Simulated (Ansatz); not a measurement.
# SrPb (CrB type): response to moved atoms and strain

Aim: move atoms of SrPb (CrB type) or strain its cell, and read the forces, the stress and the rise in energy.

Program: Ansatz 0.2.0. Level of theory: DFT PBEsol, scalar-relativistic, plane waves, PAW. These are calculated values, not measurements.

**1. The starting structure**

It takes space group Cmcm (No. 63, orthorhombic). The conventional cell has a = 5.031 Å, b = 12.175 Å, c = 4.622 Å, α = 90.00°, β = 90.00°, γ = 90.00°. Sr (site symmetry m2m) is surrounded by 7 Pb at 3.43 to 3.66 Å. Pb (site symmetry m2m) is surrounded by 2 Pb at 3.09 Å and 5 Sr at 3.43 to 3.47 Å.

Structure file:

```xyz
4
Lattice="2.5155 -6.0877 0.0000 2.5155 6.0877 0.0000 0.0000 0.0000 4.6216" Properties=species:S:1:pos:R:3 pbc="T T T"
Sr    2.5155   -4.4574    1.1554
Sr    2.5155    4.4574    3.4662
Pb    2.5155   -1.0277    1.1554
Pb    2.5155    1.0277    3.4662
```

An earlier run at PBEsol left this cell at 35.387 Å³/atom and 0.00 GPa (8×8×8 mesh).

The changes: atom 3 (Pb) moved 0.02 Å along x; strain e1 = -0.02, atoms carried along.

**2. Atom 3 (Pb) moved 0.02 Å along x**

input.yaml reads:

```yaml
crystal:
  lattice:
    - [2.5155151701, -6.0877339667, 0.0]
    - [2.5155151701, 6.0877339667, 0.0]
    - [0.0, 0.0, 4.6215627602]
  atoms:
    - { symbol: Sr, position: [0.8660971392, 0.1339028608, 0.25] }
    - { symbol: Sr, position: [0.1339028608, 0.8660971392, 0.75] }
    - { symbol: Pb, position: [0.5883868207, 0.4195638369, 0.25] }
    - { symbol: Pb, position: [0.4155885081, 0.5844114919, 0.75] }
basis:
  ecutwfc: 420
  ecutrho_ratio: 4
kpoints:
  mp_grid: { grid: [8, 8, 8] }
hamiltonian:
  xc: pbesol
scf:
  occupations: { method: gaussian, width: 0.05 }
output:
  forces: true
  stress: true
  eigenvalues: true
  write_density: true
  write_potential: true
  elf: true
  volumetric_format: npy
```

Started as:

```console
$ ansatz run input.yaml --threads 4 --pin off --max-ram 4096MiB --backend cpu --events-out ev --progress --plain --runs-dir out
```

The runs that follow: Strain e1 = -0.02, atoms carried along.

**Question.** What will these runs give? Wanted: for each run, change; change of free energy; largest force; largest change of stress.

As calculated:

| change | change of free energy (meV/atom) | largest force (eV/Å) | largest change of stress (GPa) |
| --- | --- | --- | --- |
| atom 3 (Pb) moved 0.02 Å along x | 0.12 | 0.050 | 0.02 |
| strain e1 = -0.02, atoms carried along | 2.61 | 0.029 | 1.20 |

Moving atom 3 by 0.02 Å meets a restoring force of 0.050 eV/Å along the move, a force constant of about 2.5 eV/Å². The strain e1 = -0.02 changes that stress component by +1.20 GPa (compression positive), a ratio of 60 GPa; that is a secant over a finite strain with the atoms carried along, not the elastic constant. No change lowers the energy by more than 0.5 meV/atom; other distortions weren't tried. Spin–orbit coupling is left out, though the cell holds Pb; in elements this heavy it can shift levels and gaps by tenths of an eV.
